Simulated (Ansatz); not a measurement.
# C3H2BrF: up Jacob's ladder to CCSD(T)

An exercise on one series of results from a longer session: the logs are not shown, and one member is left open.

Method: functionals in def2-TZVPP, the program's frozen cores in correlated methods; program: Ansatz 0.2.0, Gaussian basis.

Plan: LDA (SPW92), PBE-D4, revPBE-D4, BLYP-D4, r2SCAN-D4, B97M-V, PBE0-D4, B3LYP-D4, r2SCANh-D4, r2SCAN0-D4, HSE06-D4, BHLYP-D4, CAM-B3LYP-D4, LC-ωPBE, ωB97X-V, ωB97M-V, B2PLYP, PBE-QIDH; CCSD(T)/def2-SVP; CCSD(T)/def2-TZVPP; MP2/def2-QZVPP; extrapolation to the limit; RPA on PBE.

### The relaxed structure

All runs share one geometry, relaxed beforehand with PBE0-D4 in a triple-zeta def2 set.

SMILES `FC1(Br)C=C1`, 7 atoms, charge 0, spin multiplicity 1.

Atoms are counted from 1 here; the program's logs count them from 0.

Bond lengths: F1–C2 1.364 Å, C2–Br3 1.937 Å, C2–C4 1.442 Å, C2–C5 1.442 Å, C4–C5 1.306 Å, C4–H6 1.078 Å, C5–H7 1.078 Å. Angles: F1–C2–Br3 107.2°, F1–C2–C4 121.0°, F1–C2–C5 121.0°, Br3–C2–C4 122.9°, Br3–C2–C5 122.9°, C4–C2–C5 53.9°, C2–C4–C5 63.1°, C2–C4–H6 147.2°, C5–C4–H6 149.7°, C2–C5–C4 63.1°, C2–C5–H7 147.2°, C4–C5–H7 149.7°.

Set-up of the first run:

The input, in.yaml:

```yaml
crystal:
  periodic: [false, false, false]
  atoms:
    - {symbol: F, position_ang: [0.191445, -1.602410, 0.867312]}
    - {symbol: C, position_ang: [-0.228053, -0.566593, 0.085908]}
    - {symbol: Br, position_ang: [-1.854136, -1.137126, -0.799632]}
    - {symbol: C, position_ang: [0.012969, 0.800867, 0.474408]}
    - {symbol: C, position_ang: [0.718724, 0.335390, -0.521547]}
    - {symbol: H, position_ang: [-0.245348, 1.615169, 1.131245]}
    - {symbol: H, position_ang: [1.465699, 0.486603, -1.283393]}
basis:
  gaussian: {orbitals: def2-TZVPP}
hamiltonian: {xc: lda}
output: {orbitals: {seedname: orbitals}}
```

On the command line:

```console
ansatz run in.yaml --threads 4 --pin off --events-out ev --progress --plain --max-ram 10444MiB
```

Steps of the session up to this table: LDA; PBE-D4 (GGA); revPBE-D4 (GGA); BLYP-D4 (GGA); r2SCAN-D4 (meta-GGA); B97M-V (meta-GGA); B3LYP-D4 (hybrid); r2SCANh-D4 (hybrid); r2SCAN0-D4 (hybrid); HSE06-D4 (hybrid); BHLYP-D4 (hybrid); CAM-B3LYP-D4 (range-separated); LC-ωPBE (range-separated); ωB97X-V (range-separated); ωB97M-V (range-separated); B2PLYP (double hybrid); PBE-QIDH (double hybrid).

One table of the session follows, with a row left open; its other results are not shown here.

It belongs to the step «Orbital energies across the functionals». 

| functional | HOMO (eV) | gap (eV) |
| --- | --- | --- |
| LDA (SPW92) | -6.72 | 4.46 |
| PBE-D4 | ? | ? |
| revPBE-D4 | -6.50 | 4.62 |
| BLYP-D4 | -6.42 | 4.58 |
| r2SCAN-D4 | -6.85 | 5.11 |
| B97M-V | -6.95 | 5.33 |
| PBE0-D4 | -7.86 | 6.96 |
| B3LYP-D4 | -7.62 | 6.47 |
| r2SCANh-D4 | -7.33 | 5.98 |
| r2SCAN0-D4 | -8.05 | 7.28 |
| HSE06-D4 | -7.46 | 6.17 |
| BHLYP-D4 | -9.03 | 9.28 |
| CAM-B3LYP-D4 | -9.22 | 9.50 |
| LC-ωPBE | -10.59 | 12.11 |
| ωB97X-V | -10.22 | 11.66 |
| ωB97M-V | -10.09 | 11.39 |

Q: Estimate the row for PBE-D4 from the others.

**Answer.** HOMO (eV): -6.56; gap (eV): 4.58. In the column «HOMO (eV)» it lies between LDA (SPW92) (-6.72) and revPBE-D4 (-6.50).
